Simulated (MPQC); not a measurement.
**GeH2O (SMILES [OH][GeH]): UHF/6-31G(d) (Cartesian functions)**

Aim: the vertical ionisation energy of GeH2O at UHF/6-31G* (Cartesian functions), from 2 runs. 

The calculation is run with MPQC 2.3.1.

4 further runs of the same task are left out: 2 that didn't finish, 2 set aside as unsound or not needed.

## 1. Starting point

GeH2O: 4 atoms, total charge 0, spin state singlet. As SMILES, `[OH][GeH]`. Geometry: a GFN2-xTB relaxation, a rough one for these elements and not checked as a minimum.

Bond lengths: O1–Ge2 1.765 Å, O1–H3 0.956 Å, Ge2–H4 1.650 Å. Angles: O1–Ge2–H4 91.0°, Ge2–O1–H3 121.9°.

## 2. Energy and gradient at UHF/6-31G(d) (Cartesian functions)

input.in reads:

```
% emacs should use -*- KeyVal -*- mode
molecule<Molecule>: (
    symmetry = c1
    unit = angstrom
    { atoms geometry } = {
        O  [ -0.073730    -0.623530     0.482270 ]
        Ge [ 0.528250     0.598570    -0.639290 ]
        H  [ 0.474150    -1.346940     0.781460 ]
        H  [ -0.928680     1.371900    -0.624440 ]
    }
)
basis<GaussianBasisSet>: (
    name = "6-31G*"
    molecule = $:molecule
    basisdir = "."
    puream = no
)
mpqc: (
    checkpoint = no
    savestate = no
    restart = no
    do_energy = yes
    do_gradient = yes
    optimize = no
    mole<UHF>: (
        molecule = $:molecule
        basis = $:basis
        total_charge = 0
        multiplicity = 1
        memory = 1000000000
        print_evals = yes
        maxiter = 80
        guess_wavefunction<UHF>: (
            molecule = $:molecule
            total_charge = 0
            multiplicity = 1
            memory = 1000000000
            value_accuracy = 1e-3
            basis<GaussianBasisSet>: (
                name = "STO-3G"
                molecule = $:molecule
            )
        )
    )
)
```

The basis set 6-31G* is read from a file made from the Basis Set Exchange's data (not shown).

Command:

```sh
mpqc -o input.out input.in
```

The program printed:

```text
MPQC: Massively Parallel Quantum Chemistry
[...]
  <S^2>      = -0.000000
  total scf energy = -2151.0853033150
[...]
Value of the MolecularEnergy: -2151.0853033150
  Gradient of the MolecularEnergy:
      1    0.0018172358
      2    0.0125767704
      3   -0.0095718698
      4    0.0128649402
      5   -0.0072920114
      6    0.0002835843
      7    0.0002301648
      8   -0.0102146697
      9    0.0070671308
     10   -0.0149123407
     11    0.0049299107
     12    0.0022211547
[...]
      symmetry = c1
[...]
      nbasis = 54
[...]
    nalpha = 21
    nbeta = 21
[...]
```

Wall time 11 s (1 thread of Intel Xeon at 2.50GHz (Skylake/Cascade Lake), shared host); peak memory 0.28 GiB.

## 3. The doublet cation, same level

mol.in reads:

```
% GeH2O
molecule<Molecule>: (
    symmetry = c1
    unit = angstrom
    { atoms geometry } = {
        O  [ -0.073730 -0.623530 0.482270 ]
        Ge [ 0.528250 0.598570 -0.639290 ]
        H  [ 0.474150 -1.346940 0.781460 ]
        H  [ -0.928680 1.371900 -0.624440 ]
    }
)
basis<GaussianBasisSet>: (
    name = "6-31G*"
    molecule = $:molecule
    basisdir = "."
    puream = no
)
mpqc: (
    checkpoint = no
    savestate = no
    restart = no
    do_energy = yes
    do_gradient = yes
    optimize = no
    mole<UHF>: (
        molecule = $:molecule
        basis = $:basis
        total_charge = 1
        multiplicity = 2
        memory = 1000000000
        print_evals = yes
        maxiter = 80
        guess_wavefunction<UHF>: (
            molecule = $:molecule
            total_charge = 1
            multiplicity = 2
            memory = 1000000000
            value_accuracy = 1e-3
            basis<GaussianBasisSet>: (
                name = "STO-3G"
                molecule = $:molecule
            )
        )
    )
)
```

The basis set 6-31G* is read from a file made from the Basis Set Exchange's data (not shown).

Command:

```sh
mpqc mol.in > mol.out
```

The program printed:

```text
MPQC: Massively Parallel Quantum Chemistry
[...]
  <S^2>      = 0.790304
  total scf energy = -2150.7798220852
[...]
Value of the MolecularEnergy: -2150.7798220852
  Gradient of the MolecularEnergy:
      1   -0.0286413849
      2   -0.0186326533
      3    0.0249530230
      4    0.0416844078
      5    0.0206006821
      6   -0.0313403603
      7    0.0027473793
      8    0.0023970744
      9   -0.0029419815
     10   -0.0157904022
     11   -0.0043651032
     12    0.0093293189
[...]
      symmetry = c1
[...]
      nbasis = 54
[...]
    nalpha = 21
    nbeta = 20
[...]
```

Run time: 18 s. Hardware: 1 thread of Intel Xeon at 2.50GHz (Skylake/Cascade Lake), shared host; peak memory 0.28 GiB.

## 4. Summary of results

Level: UHF/6-31G* (Cartesian functions).

```
                                          quantity           value
                       singlet GeH2O: total energy  -2151.08530 Eh
           singlet GeH2O: largest force on an atom      0.818 eV/Å
                      doublet cation: total energy  -2150.77982 Eh
                              doublet cation: ⟨S²⟩           0.790
          doublet cation: largest force on an atom      2.883 eV/Å
vertical ionisation energy (to the doublet cation)        8.313 eV
```

Removing an electron at fixed nuclei costs 8.31 eV (192 kcal/mol). The largest force (singlet GeH2O) is 0.82 eV/Å: the shape isn't a stationary point for this species at this level.
